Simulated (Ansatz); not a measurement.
**C2H8B2: rigid torsion scan from a Python script**

A script is to give a rigid torsion scan; the system is C2H8B2. SMILES: CBBC.

Program: the Python package of Ansatz 0.2.0. Level of theory: B3LYP+D3(BJ)/6-31G*. These are calculated values, not measurements.

## (1) Starting point

Bond lengths: C1–B2 1.546 Å, B2–B3 1.635 Å, B3–C4 1.660 Å, C1–H5 1.117 Å, C1–H6 1.179 Å, C1–H7 1.128 Å, B2–H8 1.147 Å, B3–H9 1.221 Å, C4–H10 1.118 Å, C4–H11 1.073 Å, C4–H12 1.076 Å. Angles (14 of 18 angles, heavy atoms first): C1–B2–B3 119.0°, B2–B3–C4 123.2°, C1–B2–H8 122.0°, B3–B2–H8 118.9°, B2–C1–H5 113.4°, B2–C1–H6 109.3°, B2–C1–H7 112.3°, B2–B3–H9 119.4°, C4–B3–H9 117.1°, B3–C4–H10 103.0°, B3–C4–H11 106.6°, B3–C4–H12 109.1°, H5–C1–H6 106.0°, H5–C1–H7 110.2°.

The script holds or builds the structure itself.

## (2) Script

The input, c2h8b2_torsion.py:

```python
import ansatz
from ase import Atoms

config = {
    "basis": "6-31G*",
    "xc": "B3LYP",
    "dispersion": "d3bj",
    "force_tol": 0.02,
}

atoms = Atoms(["C", "B", "B", "C", "H", "H", "H", "H", "H", "H", "H", "H"], positions=[
    (-1.1914, 1.0288, -0.5022),
    (-1.0011, 0.0823, 0.7049),
    (0.3638, -0.8124, 0.8043),
    (1.6038, -0.7021, -0.2942),
    (-1.228, 0.4954, -1.483),
    (-2.224, 1.5886, -0.3989),
    (-0.4136, 1.8451, -0.5321),
    (-1.7799, 0.0013, 1.5424),
    (0.5466, -1.5218, 1.7816),
    (1.1179, -1.0092, -1.2527),
    (1.8952, 0.3302, -0.3258),
    (2.3877, -1.3816, -0.0103),
])

first = (
    ansatz.Crystal.molecule_from_ase(atoms).calculation()
    .basis(gaussian=config["basis"])
    .functional(config["xc"], dispersion=config["dispersion"])
    .relax(force_tolerance=config["force_tol"], max_steps=80)
)
atoms.positions = first.run().report["positions_ang"]

start = atoms.get_dihedral(0, 1, 2, 3)
energies = {}
for turn in range(0, 360, 30):
    turned = atoms.copy()
    turned.set_dihedral(0, 1, 2, 3, start + turn, indices=[2, 3, 8, 9, 10, 11])
    calculation = (
        ansatz.Crystal.molecule_from_ase(turned).calculation()
        .basis(gaussian=config["basis"])
        .functional(config["xc"], dispersion=config["dispersion"])
    )
    energies[round((start + turn) % 360)] = calculation.run().report["free_energy_ev"]
floor = min(energies.values())
print("dihedral C0-B1-B2-C3 (deg)   E - E(min) (kJ/mol)")
for angle, e in sorted(energies.items()):
    print(f"{angle:8d} {96.485332 * (e - floor):14.3f}  " + "#" * int(30 * (e - floor) / max(max(energies.values()) - floor, 1e-9)))
```

## (3) What the engine is handed

The package turns the script's settings into the engine's input (first run):

```yaml
crystal:
  periodic: [false, false, false]
  atoms:
    - { symbol: C, position_ang: [-1.1914, 1.0288, -0.5022] }
    - { symbol: B, position_ang: [-1.0011, 0.0823, 0.7049] }
    - { symbol: B, position_ang: [0.3638, -0.8124, 0.8043] }
    - { symbol: C, position_ang: [1.6038, -0.7021, -0.2942] }
    - { symbol: H, position_ang: [-1.228, 0.4954, -1.483] }
    - { symbol: H, position_ang: [-2.224, 1.5886, -0.3989] }
    - { symbol: H, position_ang: [-0.4136, 1.8451, -0.5321] }
    - { symbol: H, position_ang: [-1.7799, 0.0013, 1.5424] }
    - { symbol: H, position_ang: [0.5466, -1.5218, 1.7816] }
    - { symbol: H, position_ang: [1.1179, -1.0092, -1.2527] }
    - { symbol: H, position_ang: [1.8952, 0.3302, -0.3258] }
    - { symbol: H, position_ang: [2.3877, -1.3816, -0.0103] }
basis:
  gaussian:
    orbitals: "6-31G*"
hamiltonian:
  xc: b3lyp
  dispersion: d3bj
relax:
  f_tol: 0.02
  max_steps: 80
```

## (4) The run

On the command line:

```
> python c2h8b2_torsion.py
```

**Question.** What results will this script give? Wanted: range of energy; lowest point, turn.

The runs gave:

| quantity | value |
| --- | --- |
| runs compared | 12 |
| range of energy | 0.532 eV |
| lowest point, turn (°) | 0 |

What this shows: The lowest point lies at a turn of 0°, the highest 0.532 eV (51.3 kJ/mol) above it at 270°. The grid can miss the true lowest and highest points, and the rest of the molecule is held rigid. Run 0: After 19 moves the largest shift is 1.366 Å, of atom 9 (H). So large a move can change the bonding: the results belong to the relaxed structure. The scan is rigid and the energies are electronic, in a modest basis. With rigid groups the curve can differ much from the relaxed path, the start wasn't checked as a minimum of this torsion, and equivalent turns needn't return to the same energy. b3lyp holds the VWN-RPA fit, as in Gaussian; the form of ORCA and Turbomole is b3lyp5.
